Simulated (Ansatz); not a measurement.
# Br₂+ (doublet): basis-set convergence

How large a basis does Br₂+ (doublet) need? Two functionals are run in growing sets.

Program: Ansatz 0.2.0, Gaussian basis. Level of theory: one geometry, several basis sets. These are calculated values, not measurements.

Levels to be run: PBE0-D4/def2-SVP; ωB97M-V/def2-SVP; PBE0-D4/def2-QZVPP; ωB97M-V/def2-QZVPP; the functionals' def2-TZVPP values are taken from earlier runs.

## 1. The geometry

The geometry comes from an earlier relaxation with PBE0-D4 in a triple-zeta def2 set; it is a stationary point.

SMILES `Br[Br+]`, 2 atoms, charge 1, spin multiplicity 2.

Atoms are counted from 1 here; the program's logs count them from 0.

Bond lengths: Br1–Br2 2.191 Å.

As a file:

```tsv
atom	x (Å)	y (Å)	z (Å)
Br1	0.9346	-0.3126	0.4788
Br2	-0.9346	0.3126	-0.4788
```

## 2. PBE0-D4 in def2-SVP

Input file in.yaml:

```yaml
crystal:
  periodic: [false, false, false]
  atoms:
    - {symbol: Br, position_ang: [0.934605, -0.312595, 0.478848]}
    - {symbol: Br, position_ang: [-0.934605, 0.312595, -0.478848]}
basis:
  gaussian: {orbitals: def2-SVP}
total_charge: 1
magnetization: {spin_polarized: true, initial_magnetization: 1}
hamiltonian: {xc: pbe0, dispersion: d4}
output: {orbitals: {seedname: orbitals}}
```

Launch:

```console
> ansatz run in.yaml --threads 2 --pin off --events-out ev --progress --plain --max-ram 32768MiB --backend cpu
```

The runs that follow: ωB97M-V in def2-SVP; PBE0-D4 in def2-QZVPP; ωB97M-V in def2-QZVPP.

Q: Predict the results of all the runs planned. Wanted: PBE0-D4: double and triple zeta above quadruple; ωB97M-V: double and triple zeta above quadruple.

As calculated:

| quantity | value |
| --- | --- |
| PBE0-D4: double and triple zeta above quadruple | 20.12, 2.91 eV |
| ωB97M-V: double and triple zeta above quadruple | 19.92, 2.80 eV |

What this shows: PBE0-D4 gains 17.21 eV from double to triple zeta, then 2.91 eV more. Total energies overstate the basis error of differences, where much of it tends to cancel.
